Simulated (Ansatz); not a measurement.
# CHGaN (quartet): from Hartree-Fock to the top rungs, cc-pVDZ

The task here is to estimate one member of a computed series from the others.

The runs use Ansatz 0.2.0, Gaussian basis; cc-pVDZ, core rule «outside noble gas», up to 16 orbitals frozen.

To be run: UHF; CCSD(T) on ROHF; CCSD(T) on UHF; BCCD(T) on ROHF; CISD; CCSDT(Q) on ROHF; CCSDT(Q) on UHF.

19 further runs of the same task are left out: 6 that didn't finish, 13 set aside as unsound or not needed.

## What is computed

The geometry is a PBE0/def2-TZVP stationary point (not a proven minimum). No spin-orbit coupling is included. The filled d shell of Ga may be among the frozen orbitals whatever the setting's name suggests; the logs give the count.

4 atoms, charge 0, spin multiplicity 4.

Atoms are counted from 1 here; the program's logs count them from 0.

Bond lengths: Ga1–C2 1.835 Å, C2–N3 1.210 Å, N3–H4 1.011 Å. Angles: Ga1–C2–N3 173.7°, C2–N3–H4 130.3°.

The first run:

Contents of in.yaml:

```yaml
crystal:
  periodic: [false, false, false]
  atoms:
    - {symbol: Ga, position_ang: [0.000000, -0.120036, 2.160747]}
    - {symbol: C, position_ang: [0.000004, -0.109565, 0.325504]}
    - {symbol: N, position_ang: [-0.000001, -0.234964, -0.877884]}
    - {symbol: H, position_ang: [-0.000002, 0.464565, -1.608367]}
basis:
  gaussian: {orbitals: cc-pVDZ}
magnetization: {spin_polarized: true, initial_magnetization: 3}
hamiltonian: {xc: hf}
output: {orbitals: {seedname: orbitals}}
```

Launch:

```bash
> ansatz run in.yaml --threads 1 --pin off --events-out ev --progress --plain --max-ram 2393MiB
```

Steps of the session up to this table: UHF; CCSD(T) on ROHF; CCSD(T) on UHF; BCCD(T) on ROHF; CISD; CCSDT(Q) on ROHF; CCSDT(Q) on UHF.

One table of the session follows, with a row left open; its other results are not shown here.

```
   method  from RCCSDT(Q) (meV)
     ROHF               +9407.3
      UHF               +9279.0
     RMP2                +920.0
     UMP2                     ?
    RCCSD                +479.8
    UCCSD                +450.1
 RCCSD(T)                 +66.8
 UCCSD(T)                 +48.6
  BCCD(T)                 +67.5
   RCCSDT                 +39.3
   UCCSDT                 +16.5
RCCSDT(Q)                     0
UCCSDT(Q)                 -26.1
```

Estimate the missing values for UMP2.

**Answer.** from RCCSDT(Q) (meV): +963.7. In the column «from RCCSDT(Q) (meV)» it lies between RMP2 (+920.0) and UHF (+9279.0).

Not comparable, so not listed: CISD (they don't share determinant, frozen orbitals or solution with the rows shown, or repeat one).

To keep in mind: Restricted and unrestricted rows rest on different reference determinants; where their highest levels disagree by more than a few hundredths of an eV, they describe different states and don't form one ladder.
